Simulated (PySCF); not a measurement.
# C5H6F4: the cost of one run

Computed with PySCF 2.14.0 and routines of our own; the level stands in each step. Atoms count from 0.

## 1. The starting structure

15 atoms, charge 0, multiplicity 1; geometry from: GFN2-xTB.

## 2. Magnetic properties: GIAO HF/pcSseg-1

The job: settings as JSON, then the geometry in Å.

```
{"job": {"kind": "mag", "xc": "HF", "basis": "pcSseg-1", "isotopologues": 0}, "charge": 0, "multiplicity": 1}
C     -0.601226     1.652820     0.485435
C     -0.328699     0.359093     0.505892
C     -1.343689    -0.676131     0.904223
F     -0.825307    -1.509033     1.871115
C      1.017423    -0.188076     0.096616
C      1.068996    -0.412831    -1.404865
F      2.242570    -0.933778    -1.792855
F      0.116919    -1.252660    -1.838881
F      0.911627     0.725929    -2.095754
H     -1.567815     2.031660     0.767392
H      0.127818     2.379764     0.172166
H     -2.242956    -0.218121     1.323868
H     -1.607375    -1.317350     0.054333
H      1.817044     0.511649     0.344021
H      1.210257    -1.144945     0.585382
```

Level: GIAO HF/pcSseg-1 magnetisability, rotational g tensor and spin-rotation constants, non-relativistic, gas phase.

Command:

```
$ OMP_NUM_THREADS=1 python excited_run.py task.json out
```

The driver reads the jobs from task.json and runs them one after another.

**Question.** How long does this first job take on 1 thread of Arm Neoverse V1, shared host, and how much memory does it need?

About 15 s, with a peak of 0.95 GiB.
